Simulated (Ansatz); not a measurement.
Here is an Ansatz 0.2.0 calculation.

File input.yaml:

```yaml
crystal:
  lattice:
    - [1.3778399727, 0.7954962791, 11.3105617925]
    - [-1.3778399727, 0.7954962791, 11.3105617925]
    - [0.0, -1.5909925582, 11.3105617925]
  atoms:
    - { symbol: Ir, position: [0.409854, 0.38792, 0.396185] }
    - { symbol: Ir, position: [0.812188, 0.817242, 0.775464] }
    - { symbol: Ir, position: [0.178385, 0.213447, 0.204618] }
    - { symbol: Ir, position: [0.601439, 0.607472, 0.590548] }
    - { symbol: W, position: [-0.00965, -0.017089, 0.027023] }
hamiltonian:
  xc: pbesol
  pseudopotentials: { kind: paw }
kpoints:
  mp_grid: { grid: [11, 11, 11] }
scf:
  occupations: { method: fermi_dirac, width: 0.05 }
output:
  forces: true
  stress: true
  eigenvalues: true
```

Potentials or basis: Ansatz PAW.

Launch:

```bash
$ ansatz run input.yaml --threads 2 --pin off --max-ram 5632MiB --backend cpu --events-out ev --progress --plain --runs-dir out
```

Q: Estimate the band gap on the k mesh.

A: None (metal or under the smearing width).

Q: Estimate the largest force.

A: 0.671 eV/Å.

Q: Predict the pressure.

A: -10.8 GPa.

Forces in eV/Å, atoms in the order of the input:
```
Ir  -0.114 -0.114  0.645
Ir  -0.048 -0.313 -0.591
Ir   0.187  0.219  0.287
Ir  -0.003 -0.170  0.075
W   -0.022  0.379 -0.416
```

Caveat: the PAW data sets come from PBE, with cores solved anew for the run's functional, which leaves a small shift of forces and pressure. The run has no spin-orbit coupling, so splittings on Ir, W are missing.
